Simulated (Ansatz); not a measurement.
# C3H10AlB: the cost of one run

The runs use Ansatz 0.2.0, Gaussian basis; functionals in def2-TZVPP, the program's frozen cores in correlated methods.

The runs, in order: PBE-D4, r2SCAN-D4, PBE0-D4, B3LYP-D4, ωB97X-V, ωB97M-V, B2PLYP; CCSD(T)/def2-TZVPP; MP2/def2-QZVPP; extrapolation to the limit.

**1. The geometry**

All runs share one geometry, relaxed beforehand with PBE0-D4 in a triple-zeta def2 set.

SMILES `B[CH2][Al]([CH3])[CH3]`, 15 atoms, charge 0, spin multiplicity 1.

Atoms are counted from 1 here; the program's logs count them from 0.

Bond lengths: B1–C2 1.502 Å, B1–H6 1.202 Å, B1–H7 1.202 Å, C2–Al3 2.003 Å, C2–H8 1.093 Å, C2–H9 1.095 Å, Al3–C4 1.950 Å, Al3–C5 1.949 Å, C4–H10 1.096 Å, C4–H11 1.094 Å, C4–H12 1.093 Å, C5–H13 1.093 Å, C5–H14 1.097 Å, C5–H15 1.094 Å. Angles: C2–B1–H6 120.9°, C2–B1–H7 120.8°, H6–B1–H7 118.1°, B1–C2–Al3 100.8°, B1–C2–H8 118.1°, B1–C2–H9 117.6°, Al3–C2–H8 102.2°, Al3–C2–H9 100.8°, H8–C2–H9 113.1°, C2–Al3–C4 117.6°, C2–Al3–C5 119.2°, C4–Al3–C5 123.0°, Al3–C4–H10 110.4°, Al3–C4–H11 111.5°, Al3–C4–H12 112.9°, H10–C4–H11 106.4°, H10–C4–H12 107.1°, H11–C4–H12 108.3° and more.

Coordinates:

```
B    -1.3218   -0.5806    1.7980
C     0.1159   -0.1588    1.6924
Al    0.2832    0.1159   -0.2851
C     1.1104   -1.3080   -1.3287
C    -0.2834    1.8108   -1.0622
H    -2.1998    0.2360    1.8772
H    -1.6330   -1.7371    1.6949
H     0.8881   -0.9075    1.8878
H     0.3798    0.8376    2.0611
H     2.1950   -1.3188   -1.1677
H     0.7425   -2.2928   -1.0253
H     0.9467   -1.1970   -2.4036
H    -0.4715    2.5825   -0.3118
H    -1.2189    1.6673   -1.6169
H     0.4448    2.1996   -1.7806
```

**2. PBE-D4 (GGA)**

The input, in.yaml:

```yaml
crystal:
  periodic: [false, false, false]
  atoms:
    - {symbol: B, position_ang: [-1.321783, -0.580569, 1.798050]}
    - {symbol: C, position_ang: [0.115901, -0.158841, 1.692371]}
    - {symbol: Al, position_ang: [0.283177, 0.115913, -0.285108]}
    - {symbol: C, position_ang: [1.110444, -1.307971, -1.328681]}
    - {symbol: C, position_ang: [-0.283443, 1.810807, -1.062217]}
    - {symbol: H, position_ang: [-2.199792, 0.236029, 1.877156]}
    - {symbol: H, position_ang: [-1.632961, -1.737086, 1.694879]}
    - {symbol: H, position_ang: [0.888131, -0.907506, 1.887777]}
    - {symbol: H, position_ang: [0.379832, 0.837610, 2.061147]}
    - {symbol: H, position_ang: [2.194994, -1.318793, -1.167664]}
    - {symbol: H, position_ang: [0.742477, -2.292759, -1.025350]}
    - {symbol: H, position_ang: [0.946654, -1.196954, -2.403649]}
    - {symbol: H, position_ang: [-0.471510, 2.582463, -0.311804]}
    - {symbol: H, position_ang: [-1.218873, 1.667293, -1.616888]}
    - {symbol: H, position_ang: [0.444751, 2.199564, -1.780618]}
basis:
  gaussian: {orbitals: def2-TZVPP}
hamiltonian: {xc: pbe, dispersion: d4}
output: {forces: true, orbitals: {seedname: orbitals}}
```

On the command line:

```bash
$ ansatz run in.yaml --threads 4 --pin off --events-out ev --progress --plain --max-ram 10444MiB
```

**Question.** How long does this run take on 4 threads of Arm Neoverse V1, shared host, and how much memory does it need?

About 3.6 s, with a peak of 0.43 GiB.
